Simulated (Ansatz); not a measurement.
# CH₃Ga (triplet): from Hartree-Fock to the top rungs at distance C1–Ga2 = 5.301 Å, cc-pVDZ

The task here is to estimate one member of a computed series from the others.

Computed with Ansatz 0.2.0, Gaussian basis. Level: cc-pVDZ, core rule «outside noble gas», up to 15 orbitals frozen.

Plan: UHF; CCSD(T) on ROHF; CCSD(T) on UHF; BCCD(T) on ROHF; CISD; CCSDT(Q) on ROHF; CCSDT(Q) on UHF; CASSCF and MRCISD+Q, 4 electrons in 4 orbitals; CASSCF and NEVPT2, 4 electrons in 4 orbitals.

24 further runs of the same task are left out: 4 for a known fault of the program, 1 for a mislabelled method, 15 that didn't finish, 4 set aside as unsound or not needed.

## The system

The geometry derives from a PBE0/def2-TZVP stationary point (not a proven minimum). One bond is set to the value named and the two fragments are kept rigid. No spin-orbit coupling is included. The filled d shell of Ga may be among the frozen orbitals whatever the setting's name suggests; the logs give the count.

5 atoms, charge 0, spin multiplicity 3.

Atoms are counted from 1 here; the program's logs count them from 0.

Bond lengths: C1–H3 1.090 Å, C1–H4 1.087 Å, Ga2–H5 1.596 Å. Angles: H3–C1–H4 113.7°.

The first run:

File in.yaml:

```yaml
crystal:
  periodic: [false, false, false]
  atoms:
    - {symbol: C, position_ang: [0.000000, 0.253758, 4.411666]}
    - {symbol: Ga, position_ang: [0.000000, -0.070585, -0.879402]}
    - {symbol: H, position_ang: [0.000000, 1.204407, 4.944471]}
    - {symbol: H, position_ang: [0.000000, -0.614369, 5.065539]}
    - {symbol: H, position_ang: [0.000000, 1.268764, -1.748270]}
basis:
  gaussian: {orbitals: cc-pVDZ}
magnetization: {spin_polarized: true, initial_magnetization: 2}
hamiltonian: {xc: hf}
output: {orbitals: {seedname: orbitals}}
```

The run is started by

```console
$ ansatz run in.yaml --threads 1 --pin off --events-out ev --progress --plain --max-ram 2393MiB
```

Steps of the session up to this table: UHF; CCSD(T) on ROHF; CCSD(T) on UHF; BCCD(T) on ROHF; CISD; CCSDT(Q) on ROHF; CCSDT(Q) on UHF; CASSCF and MRCISD+Q, 4 electrons in 4 orbitals; CASSCF and NEVPT2, 4 electrons in 4 orbitals.

One of the session's tables, all rows but one given; the rest of the session is left out.

```
   method  from UCCSDT(Q) (kcal/mol)
     ROHF                    +119.58
      UHF                    +117.01
     RMP2                     +27.50
     UMP2                     +27.27
    RCCSD                      +2.15
    UCCSD                      +2.12
 RCCSD(T)                          ?
 UCCSD(T)                      +0.48
  BCCD(T)                      +0.50
   RCCSDT                      +0.08
   UCCSDT                      +0.06
RCCSDT(Q)                      +0.02
UCCSDT(Q)                          0
```

**Question.** Estimate the row for RCCSD(T).

The run gave: from UCCSDT(Q) (kcal/mol): +0.49. In the column «from UCCSDT(Q) (kcal/mol)» it lies between UCCSD(T) (+0.48) and BCCD(T) (+0.50).

Not comparable, so not listed: CISD; CASSCF and MRCISD+Q, 4 electrons in 4 orbitals (they don't share determinant, frozen orbitals or solution with the rows shown, or repeat one).

To keep in mind: Left out of the table: CASSCF pair, NEVPT2 pair (the active space lost an orbital or holds another state than full CI finds). Restricted and unrestricted rows rest on different reference determinants; where their highest levels disagree by more than a few hundredths of an eV, they describe different states and don't form one ladder. Warnings in the runs' records: passed over end.
